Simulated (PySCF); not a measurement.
# The bond of NaSb+, level by level

One table from this session's results is given with a row withheld; the runs are named, their logs left out.

Method: Na def2-SVPD, Sb def2-SVPD with ECP28, scalar-relativistic core potentials; program: PySCF 2.14.0.

Set-up of the first run:

Settings of the job:

```json
{
 "atoms": "Na, Sb",
 "charge": "1",
 "basis": "Na def2-SVPD, Sb def2-SVPD with ECP28",
 "Hamiltonian": "scalar-relativistic core potentials",
 "basis functions": "50",
 "electrons treated": "33",
 "masses in u": "22.9898, 120.9038",
 "levels": "PBE0, PBE, r²SCAN, B2PLYP, B3LYP, r²SCANh, ωB97X, HF, MP2, SCS-MP2, CCSD, CCSD(T)",
 "grid": "80 radial by 434 angular points",
 "occupations": "held fixed by the projection of orbital angular momentum",
 "dissociation limit": "Na+ + Sb, each in its ground configuration",
 "starting distance in angstrom": "3.040",
 "values of 2S to try": "1, 3"
}
```

Started as:

```sh
> OMP_NUM_THREADS=1 python dia.py task.json out
```

Among the steps run: Input; PBE0 along the bond; Other states along the same grid; PBE (GGA); r²SCAN; B2PLYP (double hybrid); B3LYP; r²SCANh (hybrid meta-GGA); ωB97X; UHF; Adding correlation.

One of the session's tables, all rows but one given; the rest of the session is left out.

Energy (eV) from each level's lowest point:

| R (Å) | UHF | UHF-MP2 | UHF-SCS-MP2 | UHF-CCSD | UHF-CCSD(T) |
| --- | --- | --- | --- | --- | --- |
| 2.895 | 0.180 | 0.172 | 0.173 | n/a | n/a |
| 3.029 | 0.089 | 0.083 | 0.083 | 0.084 | 0.083 |
| 3.164 | ? | ? | ? | ? | ? |
| 3.265 | 0.014 | 0.011 | 0.011 | 0.012 | 0.011 |
| 3.366 | 0.003 | 0.001 | 0.002 | 0.002 | 0.001 |
| 3.467 | 0.000 | 0.000 | 0.000 | 0.000 | 0.000 |
| 3.602 | 0.005 | 0.007 | 0.007 | 0.007 | 0.007 |
| 3.770 | 0.020 | 0.025 | 0.025 | 0.024 | 0.025 |
| 3.972 | 0.046 | 0.052 | 0.052 | 0.052 | 0.053 |
| 4.241 | 0.082 | 0.092 | 0.091 | n/a | n/a |

Q: Estimate the row for R (Å) = 3.164 from the others.

Worked estimate for «UHF». A straight line through the neighbours (3.029, 0.089) and (3.265, 0.014) gives 0.089 + (0.014 − 0.089) × (3.164 − 3.029) / (3.265 − 3.029) = 0.046; a parabola fitted to 4 rows on both sides gives 0.034.

As computed: UHF: 0.036; UHF-MP2: 0.032; UHF-SCS-MP2: 0.032; UHF-CCSD: 0.032; UHF-CCSD(T): 0.032. In «UHF» the line misses by +0.010 and the parabola by -0.002.

Caveats from the session: The bond is weak, and basis-set superposition, which was not computed, may be a sizeable part of it.
